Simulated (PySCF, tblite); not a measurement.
# C₁₀H₂₄O₁₈Si₈: electronic excitations, NMR shifts

What do calculations give for the electronic excitations, NMR shifts of C₁₀H₂₄O₁₈Si₈ (`C=C[Si@@]12O[Si@@]3(C=C)O[Si@@]4(OC)O[Si@@](OC)(O1)O[Si@@]1(OC)O[Si@@](OC)(O2)O[Si@@](OC)(O3)O[Si@@](OC)(O4)O1`)?

Computed with tblite 0.8.0 and PySCF 2.14.0 and routines of our own; the level stands in each step. Atoms count from 0.

## (1) The system as given

60 atoms, charge 0, multiplicity 1; geometry from: force field, distance geometry or constructed start.

## (2) Optimising the geometry with GFN2-xTB

What the job is given:

```
{"job": {"kind": "relax", "xc": "GFN2-xTB", "basis": "xTB"}, "charge": 0, "multiplicity": 1}
C     -3.067300     2.273100     3.905800
C     -1.992100     2.611000     3.185900
Si    -1.120700     1.538200     1.940700
O     -0.110900     0.533600     2.729900
Si     0.980400    -0.688700     2.601500
C      1.558500    -1.145400     4.300900
C      2.486200    -0.496000     5.022900
O      0.296900    -2.006700     1.916800
Si    -0.438400    -2.621500     0.587100
O     -0.791200    -4.218800     0.896900
C     -1.521400    -4.953600    -0.073600
O     -1.849000    -1.843900     0.280600
Si    -2.543700    -0.401700    -0.060500
O     -4.181100    -0.649100    -0.175500
C     -5.029500     0.479800    -0.359000
O     -2.268600     0.688400     1.128700
O     -2.024600     0.169900    -1.510100
Si    -0.718300     0.641700    -2.373700
O     -1.235100     1.044700    -3.902000
C     -2.139500     2.121700    -4.052900
O     -0.033100     1.977700    -1.708000
Si     0.703300     2.580100    -0.377500
O      1.047200     4.186300    -0.664200
C      1.988800     4.494900    -1.676400
O     -0.295700     2.518700     0.917200
O      2.103200     1.800100    -0.073000
Si     2.802700     0.364600     0.279000
O      4.444600     0.608600     0.383800
C      5.279200    -0.502900     0.663800
O      2.284000    -0.196800     1.729800
O      2.527000    -0.729700    -0.905400
Si     1.380500    -1.571200    -1.718200
O      2.162600    -2.523800    -2.841000
C      1.385700    -3.284400    -3.743200
O      0.552100    -2.560600    -0.717100
O      0.367700    -0.568200    -2.521600
H     -3.500200     2.973900     4.616600
H     -3.557800     1.310700     3.805300
H     -1.524600     3.576500     3.318300
H      1.065300    -2.021700     4.703000
H      2.997100     0.385100     4.660300
H      2.760400    -0.852300     6.022800
H     -2.519700    -4.538000    -0.214800
H     -1.625400    -5.979300     0.291100
H     -0.993200    -4.990300    -1.027900
H     -4.791800     1.007100    -1.291700
H     -6.056100     0.115700    -0.433900
H     -4.972900     1.163500     0.495900
H     -3.078800     1.933700    -3.520600
H     -2.376200     2.219800    -5.117900
H     -1.699900     3.058900    -3.719500
H      1.684600     4.128100    -2.656700
H      2.986100     4.111000    -1.422900
H      2.063300     5.587900    -1.742000
H      6.315100    -0.151600     0.698900
H      5.043800    -0.938000     1.643500
H      5.215400    -1.271800    -0.119800
H      0.788100    -2.627900    -4.398600
H      2.065600    -3.857800    -4.378200
H      0.735200    -3.992700    -3.223100
```

Launch:

```
OMP_NUM_THREADS=4 python large_run.py task.json out
```

One launch serves the whole session: the jobs run in the order shown.

The program printed:

```text
step      E/eV     max force
  0   -3325.43787    1.682
  1   -3325.70648    0.820
  2   -3325.85019    0.864
  3   -3325.96576    0.675
  4   -3326.03728    0.331
  5   -3326.06701    0.308
  6   -3326.11549    0.330
  7   -3326.15114    0.347
  8   -3326.17840    0.228
  9   -3326.19087    0.172
 10   -3326.19953    0.175
 11   -3326.20739    0.210
 12   -3326.21613    0.205
 13   -3326.22615    0.172
 14   -3326.23739    0.181
 15   -3326.24827    0.158
 16   -3326.25763    0.121
 17   -3326.26432    0.095
 18   -3326.26667    0.072
 19   -3326.27023    0.075
 20   -3326.27153    0.073
 21   -3326.27619    0.082
 22   -3326.27912    0.138
 23   -3326.28186    0.081
 24   -3326.28415    0.069
 25   -3326.28672    0.077
 26   -3326.28906    0.075
 27   -3326.29101    0.078
 28   -3326.29275    0.072
 29   -3326.29449    0.070
 30   -3326.29616    0.068
 31   -3326.29777    0.097
 32   -3326.29953    0.072
 33   -3326.30171    0.087
 34   -3326.30419    0.111
 35   -3326.30628    0.087
 36   -3326.30790    0.065
 37   -3326.30923    0.067
 38   -3326.31043    0.056
 39   -3326.31144    0.056
 40   -3326.31226    0.051
 41   -3326.31295    0.043
 42   -3326.31356    0.042
 43   -3326.31406    0.033
 44   -3326.31448    0.030
 45   -3326.31490    0.032
 46   -3326.31541    0.033
 47   -3326.31596    0.041
 48   -3326.31648    0.041
 49   -3326.31696    0.040
 50   -3326.31750    0.045
 51   -3326.31821    0.043
 52   -3326.31903    0.047
 53   -3326.31978    0.039
 54   -3326.32040    0.045
 55   -3326.32098    0.049
 56   -3326.32161    0.043
 57   -3326.32222    0.040
 58   -3326.32270    0.032
 59   -3326.32307    0.029
 60   -3326.32344    0.036
 61   -3326.32384    0.036
 62   -3326.32421    0.032
 63   -3326.32448    0.023
 64   -3326.32468    0.020
 65   -3326.32487    0.022
 66   -3326.32508    0.023
 67   -3326.32528    0.020
```

Wall time 7.9 s (4 threads of Arm Neoverse N1, shared host); peak memory 0.19 GiB.

Step by step:

```
step  energy from step 0 (eV)  largest force (eV/Å)
   0                   0.0000                1.6828
   1                  -0.2686                0.8199
   2                  -0.4123                0.8638
   3                  -0.5279                0.6750
   4                  -0.5994                0.3306
   5                  -0.6291                0.3087
   6                  -0.6776                0.3299
   7                  -0.7133                0.3477
   8                  -0.7405                0.2280
  13                  -0.7883                0.1722
  18                  -0.8288                0.0717
  23                  -0.8440                0.0806
  28                  -0.8549                0.0714
  33                  -0.8638                0.0869
  38                  -0.8726                0.0563
  43                  -0.8762                0.0329
  48                  -0.8786                0.0405
  53                  -0.8819                0.0391
  58                  -0.8848                0.0329
  63                  -0.8866                0.0233
  64                  -0.8868                0.0197
  65                  -0.8870                0.0219
  66                  -0.8872                0.0223
  67                  -0.8874                0.0192
```

Close pairs (by a distance rule), those that changed most:

```
    bond  before (Å)  after (Å)  change (Å)
Si21–O22       1.667      1.607      -0.060
Si31–O32       1.667      1.607      -0.060
  Si8–O9       1.665      1.607      -0.058
Si26–O27       1.663      1.606      -0.057
Si17–O18       1.663      1.610      -0.053
Si12–O13       1.660      1.608      -0.051
  O7–Si8       1.639      1.605      -0.034
O30–Si31       1.638      1.604      -0.034
```

The end geometry stands in the next job.

## (3) Electronic excitations: TDA wB97X-D/6-31G*

What the job is given:

```
{"job": {"kind": "uv", "basis": "6-31G*", "grid": 1, "kgrid": 0, "vcut": 1.5, "nstates": 6, "ntriplets": 2, "tda": true, "delta": ["ip_vertical"], "pop": true, "xc": "wB97X-D"}, "charge": 0, "multiplicity": 1}
C     -2.988234     2.297213     3.858520
C     -1.887622     2.648438     3.210541
Si    -1.037430     1.590062     1.914481
O     -0.093231     0.499568     2.646869
Si     0.906137    -0.768659     2.530028
C      1.524580    -1.220227     4.244432
C      2.460449    -0.550517     4.900806
O      0.128689    -2.055620     1.935216
Si    -0.609204    -2.534568     0.592649
O     -0.916852    -4.081963     0.896990
C     -1.549354    -5.001763     0.037798
O     -1.993785    -1.741719     0.333212
Si    -2.544746    -0.282211    -0.047350
O     -4.134086    -0.521017    -0.111831
C     -5.137492     0.440169    -0.340488
O     -2.188870     0.837134     1.061534
O     -2.013205     0.216899    -1.492105
Si    -0.700964     0.665308    -2.323933
O     -1.148188     1.084300    -3.812440
C     -2.077704     2.090066    -4.142793
O      0.014421     1.914425    -1.594514
Si     0.790275     2.523319    -0.313340
O      1.115732     4.074660    -0.578186
C      1.985517     4.589876    -1.561581
O     -0.160110     2.577277     0.980546
O      2.156831     1.703373    -0.059225
Si     2.744015     0.237994     0.234026
O      4.321663     0.515712     0.351546
C      5.334158    -0.429044     0.614567
O      2.182086    -0.381255     1.615550
O      2.449976    -0.794045    -0.973426
Si     1.253974    -1.553063    -1.726306
O      2.041787    -2.531016    -2.728919
C      1.489577    -3.321166    -3.756138
O      0.336229    -2.411052    -0.712286
O      0.312377    -0.553270    -2.579478
H     -3.446248     2.925616     4.606706
H     -3.475439     1.358475     3.658318
H     -1.435897     3.603283     3.442981
H      1.078476    -2.082601     4.721767
H      2.935441     0.312207     4.465917
H      2.790742    -0.833709     5.888591
H     -2.564460    -4.674207    -0.190104
H     -1.574481    -5.960718     0.555556
H     -0.989986    -5.098793    -0.894109
H     -5.004035     0.910768    -1.316079
H     -6.094829    -0.081105    -0.310788
H     -5.110239     1.212479     0.429939
H     -3.047809     1.875605    -3.692302
H     -2.168441     2.104179    -5.228916
H     -1.733513     3.061452    -3.785287
H      1.653306     4.293179    -2.557580
H      2.998873     4.219796    -1.402473
H      1.966155     5.676162    -1.471114
H      6.282021     0.109503     0.621944
H      5.168646    -0.904396     1.582270
H      5.348155    -1.197096    -0.159040
H      0.876298    -2.711301    -4.419875
H      2.321568    -3.755657    -4.310803
H      0.872206    -4.115843    -3.334014
```

Method: TDA wB97X-D/6-31G*, vertical, gas phase, core orbitals frozen in the response, virtual orbitals cut by energy.

The program printed:

```text
start: PBE on a coarse grid of 54727 points
cycle   1  E = -4062.3030388788  dE =  7.772e+00  |g| = 3.021e+00  |ddm| = 8.558e+00
cycle   2  E = -4058.6625032821  dE =  3.641e+00  |g| = 5.260e+00  |ddm| = 6.971e+00
cycle   3  E = -4063.9811274023  dE = -5.319e+00  |g| = 4.505e-01  |ddm| = 5.000e+00
cycle   4  E = -4064.0116193389  dE = -3.049e-02  |g| = 2.532e-01  |ddm| = 5.668e-01
cycle   5  E = -4064.0228136375  dE = -1.119e-02  |g| = 6.656e-02  |ddm| = 2.183e-01
cycle   6  E = -4064.0237242545  dE = -9.106e-04  |g| = 2.034e-02  |ddm| = 7.229e-02
cycle   7  E = -4064.0238057375  dE = -8.148e-05  |g| = 9.092e-03  |ddm| = 2.257e-02
final grid: 231821 points
cycle   8  E = -4066.0999523448  dE = -2.758e-02  |g| = 1.532e-01  |ddm| = 6.454e-01
cycle   9  E = -4066.1007107535  dE = -7.584e-04  |g| = 1.401e-01  |ddm| = 1.875e-01
cycle  10  E = -4066.1042647671  dE = -3.554e-03  |g| = 1.548e-02  |ddm| = 9.942e-02
cycle  11  E = -4066.1043091828  dE = -4.442e-05  |g| = 7.250e-03  |ddm| = 1.882e-02
cycle  12  E = -4066.1043189062  dE = -9.723e-06  |g| = 1.031e-03  |ddm| = 6.340e-03
cycle  13  E = -4066.1043210770  dE = -2.171e-06  |g| = 2.237e-04  |ddm| = 1.108e-03
cycle  14  E = -4066.1043177259  dE =  3.351e-06  |g| = 9.169e-05  |ddm| = 3.776e-04
converged SCF energy = -4066.1043177259
Vertical ionisation energy (delta-SCF) = 9.7325 eV   <S^2> = 0.754

Static polarisability (au): isotropic 255.963, principal 244.569 257.410 265.909

Singlet excitations
state   eV       nm        f      main configurations
  1   7.2130    171.9   0.01270   H-8->L+1 0.49, H-9->L+2 0.27
  2   7.2366    171.3   0.00729   H-8->L+2 0.48, H-9->L+1 0.30
  3   8.1007    153.1   0.00008   H-10->L 0.78
  4   8.1360    152.4   0.61674   H->L+2 0.47, H-1->L+1 0.40
  5   8.1488    152.2   0.14341   H->L 0.53, H->L+1 0.17
  6   8.2089    151.0   0.51773   H->L+1 0.36, H-1->L+2 0.25, H->L 0.14

Triplet excitations (Tamm-Dancoff, eV): 4.3466 4.3547
```

Wall time 10 min (4 threads of Arm Neoverse N1, shared host); peak memory 3.5 GiB.

The orbitals next to the gap, with their largest atomic shares:

```
orbital      eV                          atoms
 HOMO−4  -10.21     O27 42 %, O13 9 %, C28 7 %
 HOMO−3  -10.19    O22 42 %, O32 14 %, C23 6 %
 HOMO−2  -10.14    O9 19 %, O27 15 %, O32 11 %
 HOMO−1   -9.68      C1 33 %, C0 32 %, C5 16 %
   HOMO   -9.60      C6 31 %, C5 31 %, C0 14 %
   LUMO    1.70   Si17 9 %, Si31 8 %, Si12 8 %
 LUMO+1    1.87      C0 28 %, C1 20 %, C6 19 %
 LUMO+2    1.94      C6 28 %, C5 21 %, C0 20 %
 LUMO+3    3.58  Si12 11 %, Si17 7 %, Si26 6 %
```

With each of the 6 states as a Gaussian band of 0.4 eV half-width at 1/e, the curve within the window shown has maxima at 152 nm (ε 51,000) L/(mol cm). Beyond the last state computed it falls off for lack of states. The curve at chosen wavelengths:

```json
{"nm": "146", "ε (L/mol/cm)": "24999"}
{"nm": "148", "ε (L/mol/cm)": "37417"}
{"nm": "149", "ε (L/mol/cm)": "42953"}
{"nm": "151", "ε (L/mol/cm)": "50240"}
{"nm": "153", "ε (L/mol/cm)": "50636"}
{"nm": "154", "ε (L/mol/cm)": "48248"}
{"nm": "156", "ε (L/mol/cm)": "39731"}
{"nm": "157", "ε (L/mol/cm)": "34428"}
{"nm": "159", "ε (L/mol/cm)": "23734"}
{"nm": "161", "ε (L/mol/cm)": "14759"}
{"nm": "162", "ε (L/mol/cm)": "11258"}
{"nm": "164", "ε (L/mol/cm)": "6239"}
{"nm": "166", "ε (L/mol/cm)": "3385"}
{"nm": "167", "ε (L/mol/cm)": "2536"}
{"nm": "169", "ε (L/mol/cm)": "1563"}
{"nm": "171", "ε (L/mol/cm)": "1134"}
{"nm": "172", "ε (L/mol/cm)": "1015"}
{"nm": "174", "ε (L/mol/cm)": "849"}
{"nm": "176", "ε (L/mol/cm)": "707"}
{"nm": "177", "ε (L/mol/cm)": "636"}
{"nm": "179", "ε (L/mol/cm)": "494"}
{"nm": "180", "ε (L/mol/cm)": "425"}
{"nm": "182", "ε (L/mol/cm)": "301"}
{"nm": "184", "ε (L/mol/cm)": "201"}
{"nm": "185", "ε (L/mol/cm)": "160"}
{"nm": "187", "ε (L/mol/cm)": "98"}
```

Ground-state properties from the same run:

```
           property  computed
  dipole moment (D)      1.90
polarisability (Å³)     37.93
 HOMO–LUMO gap (eV)     11.30
      −ε(HOMO) (eV)      9.60
```

(Part 1 of 2 ends here.)
